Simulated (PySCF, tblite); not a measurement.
**CH₂B₃N₂O₃ radical: geometry, infrared bands and EPR parameters**

Aim: predict the infrared bands and EPR parameters of CH₂B₃N₂O₃ radical (`N#CB1O[B]OB(N)O1`).

The runs use tblite 0.8.0 and PySCF 2.14.0, with density-fitted response routines of our own; the level of theory stands in each step. All values are computed, except where a source is named. Atoms are numbered from 0 throughout.

## (1) The starting structure

11 atoms, charge 0, multiplicity 2; geometry from: force field or distance geometry start.

Bonds of the start (Å): N0–C1 1.16, C1–B2 1.56, B2–O3 1.45, O3–B4 1.48, B4–O5 1.48, O5–B6 1.44, B6–N7 1.52, B6–O8 1.47, O8–B2 1.47, N7–H9 1.03, N7–H10 1.03.

## (2) Relaxing the molecule with GFN2-xTB

Job settings and geometry (Å):

```
{"job": {"kind": "relax", "xc": "GFN2-xTB", "basis": "xTB"}, "charge": 0, "multiplicity": 2}
N     -3.421800     0.257900    -0.624900
C     -2.423100    -0.309300    -0.472800
B     -1.079000    -1.056300    -0.226300
O     -0.815600    -1.413100     1.150800
B     -0.749900    -0.124300     1.876800
O      0.003100     0.908800     1.128900
B      0.785400     0.284200     0.088400
N      2.292200     0.373000    -0.054600
O      0.066200    -0.482400    -0.943000
H      2.784500     0.432400     0.846600
H      2.563600     1.131700    -0.691800
```

Started as:

```
$ OMP_NUM_THREADS=1 python probes_run.py task.json out
```

This one command runs all jobs of the session in turn.

**Question.** This job is followed by: GFN2-xTB harmonic vibrations, gas phase; UKS B3LYP, pcH-1 on B C H N O, non-relativistic, mean-field spin-orbit, GIAO. What will the session give for the following? strongest single infrared mode (GFN2-xTB); zero-point energy (GFN2-xTB); g(iso) (B3LYP); ⟨S²⟩; largest a(iso) (averaged by class); surface potential, 1st and 99th percentile.

As calculated:

| quantity | value |
| --- | --- |
| strongest single infrared mode (GFN2-xTB) | 1267 cm⁻¹, 687 km/mol |
| zero-point energy (GFN2-xTB) | 36.7 kcal/mol |
| g(iso) (B3LYP) | 2.00171 |
| ⟨S²⟩ | 0.752 (exact 0.75) |
| largest a(iso) (averaged by class) | 11B on B4, 794.2 MHz |
| surface potential, 1st and 99th percentile | -1.67 V and 2.24 V |

What this shows: The optimisation took 74 steps and gained 3.151 eV; among the close pairs (by a distance rule), B4–O5 changed most, from 1.481 to 1.348 Å. All 27 modes are real, so the xTB geometry is a minimum. The strongest single mode, at 1267 cm⁻¹, moves mainly B2, O8 and B4. GFN2-xTB is a fitted tight-binding method: band positions and strengths are rough. Its intensities can rank the bands wrongly. B4 carries the largest spin population, 0.96 e. The isotropic g lies 0.6 ppt below the free-electron value.
